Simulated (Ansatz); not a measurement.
**B on B2W (100)**

The task, for B2W: prepare the clean (100) slab, then compare the adsorption sites of B.

Program: Ansatz 0.2.0. Level of theory: DFT PBEsol, scalar-relativistic, plane waves, PAW. These are calculated values, not measurements.

## 1. Starting point

The structure is hexagonal, space group P6/mmm (No. 191). The conventional cell has a = 3.010 Å, b = 3.010 Å, c = 3.317 Å, α = 90.00°, β = 90.00°, γ = 120.00°. Around B (site symmetry -6m2) lie 3 B at 1.74 Å and 6 W at 2.40 Å. Around W (site symmetry 6/mmm) lie 12 B at 2.40 Å.

Structure file:

```
CELL_PARAMETERS angstrom
3.00987 0.00000 0.00000
-1.50493 2.60662 0.00000
0.00000 0.00000 3.31679
ATOMIC_POSITIONS crystal
B 0.33333 0.66667 0.50000
B 0.66667 0.33333 0.50000
W 0.00000 0.00000 0.00000
```

This cell was relaxed beforehand with the same method: volume 8.67 Å³/atom, gap on the mesh none (metal).

## 2. The slab

Miller indices refer to the conventional cell of the relaxed bulk, P6/mmm (No. 191): a = 3.010 Å, b = 3.010 Å, c = 3.317 Å, α = 90.00°, β = 90.00°, γ = 120.00°.

A (100) slab, 7.0 Å thick as cut, with 17 Å of vacuum; its outer planes are B (top) and B (bottom).

The slab as cut. Its planes from the bottom up:

```csv
plane,atoms per cell,height over the lowest (Å)
1,B,0.00
2,W,0.87
3,B,1.74
4,B,2.61
5,W,3.48
6,B,4.34
7,B,5.21
8,W,6.08
9,B,6.95
```

## 3. The clean surface, relaxed

File input.yaml:

```yaml
crystal:
  lattice:
    - [3.009868281, 0.0, 0.0]
    - [0.0, 3.3167931255, 0.0]
    - [0.0, 0.0, 23.950993049]
  atoms:
    - { symbol: B, position: [0.0, 0.5, 0.3548913393] }
    - { symbol: W, position: [0.5, 0.0, 0.3911685045] }
    - { symbol: B, position: [0.0, 0.5, 0.4274456696] }
    - { symbol: B, position: [0.5, 0.5, 0.4637228348] }
    - { symbol: W, position: [0.0, 0.0, 0.5] }
    - { symbol: B, position: [0.5, 0.5, 0.5362771652] }
    - { symbol: B, position: [0.0, 0.5, 0.5725543304] }
    - { symbol: W, position: [0.5, 0.0, 0.6088314955] }
    - { symbol: B, position: [0.0, 0.5, 0.6451086607] }
basis:
  ecutwfc: 420
kpoints:
  mp_grid: { grid: [10, 9, 1] }
hamiltonian:
  xc: pbesol
scf:
  occupations: { method: gaussian, width: 0.1 }
output:
  forces: true
  eigenvalues: true
relax:
  adjacent_minimum: "off"
  f_tol: 0.03
  max_steps: 70
  constraints: [{ sites: [0, 1, 2, 3] }]
efield:
  axis: 3
  dipole_correction: true
```

Further runs follow: B at the top (B) site; B at the hollow (nearest W) site; B put at a bridge (W-B) site.

Q: Predict the outcome of this session. Wanted: clean slab: work function; B: lowest end.

The runs gave:

| quantity | value |
| --- | --- |
| clean slab: work function | 5.69 eV |
| B: lowest end | E_ads -7.27 eV, from the bridge (W-B) start, 4 bonded, 0.49 Å high |

B binds with 7.27 eV at best, a strong chemical bond when counted from the free atom, not from the element's molecule or solid; the ends span 3.16 eV. On the way to the lowest end the anchoring atom slid 1.1 Å from where it was put. It lowers the work function by 0.62 eV, as a dipole layer with its positive end outwards does. The slab runs have no spin polarisation, while the free adsorbate has its spin; a moment that survived on the surface would lower E_ads. A start on a symmetric site keeps its symmetry, so an end may be a saddle point and not a minimum. Spin-orbit coupling is left out for W.
